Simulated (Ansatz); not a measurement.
# Cl2H3InO: the cost of one run

Method: RKS PBE/def2-SVP, in Ansatz 0.2.0.

## 1. The structure to begin with

Bond lengths: In1–O2 2.340 Å, O2–H3 1.010 Å, In1–Cl4 2.440 Å, In1–Cl5 2.440 Å, In1–H6 2.070 Å. Angles: In1–O2–H3 109.5°, O2–In1–Cl4 120.0°, O2–In1–Cl5 120.0°, O2–In1–H6 71.6°, Cl4–In1–Cl5 120.0°, Cl4–In1–H6 88.5°, Cl5–In1–H6 110.0°.

Structure file:

```xyz
7

In    0.0000    0.0000    0.0000
O     0.0000    0.0000    2.3400
H    -0.9095   -0.2814    2.6771
Cl    2.1130    0.0000   -1.2200
Cl   -2.1130    0.0000   -1.2200
H     0.4415    1.9141    0.6527
H     0.3347    1.4511    1.6540
```

## 2. A restrained relaxation towards end A

Springs on the bonds that form and break draw the guess towards this end; the thresholds are loose.

input.yaml

```yaml
crystal:
  periodic: [false, false, false]
  atoms:
    - { symbol: In, position_ang: [0.0, 0.0, 0.0] }
    - { symbol: O, position_ang: [0.0, 0.0, 2.34] }
    - { symbol: H, position_ang: [-0.9095, -0.2814, 2.6771] }
    - { symbol: Cl, position_ang: [2.113, 0.0, -1.22] }
    - { symbol: Cl, position_ang: [-2.113, 0.0, -1.22] }
    - { symbol: H, position_ang: [0.4415, 1.9141, 0.6527] }
    - { symbol: H, position_ang: [0.3347, 1.4511, 1.654] }
basis:
  gaussian: { orbitals: def2-SVP }
hamiltonian:
  xc: pbe
relax:
  f_tol: 0.15
  max_steps: 25
  restrain:
    - { distance: [0, 5], at: 2.97, k: 30.0 }
    - { distance: [6, 1], at: 2.21, k: 30.0 }
    - { distance: [0, 1], at: 1.99, k: 30.0 }
    - { distance: [6, 5], at: 0.66, k: 30.0 }
```

The run is started by

```
ansatz run input.yaml --threads 2 --pin off --max-ram 3072MiB --backend cpu --events-out ev --progress --plain --runs-dir out
```

**Question.** How long does this run take on 2 threads of Arm Neoverse V1, shared host, and how much memory does it need?

About 13 s, with a peak of 0.13 GiB.
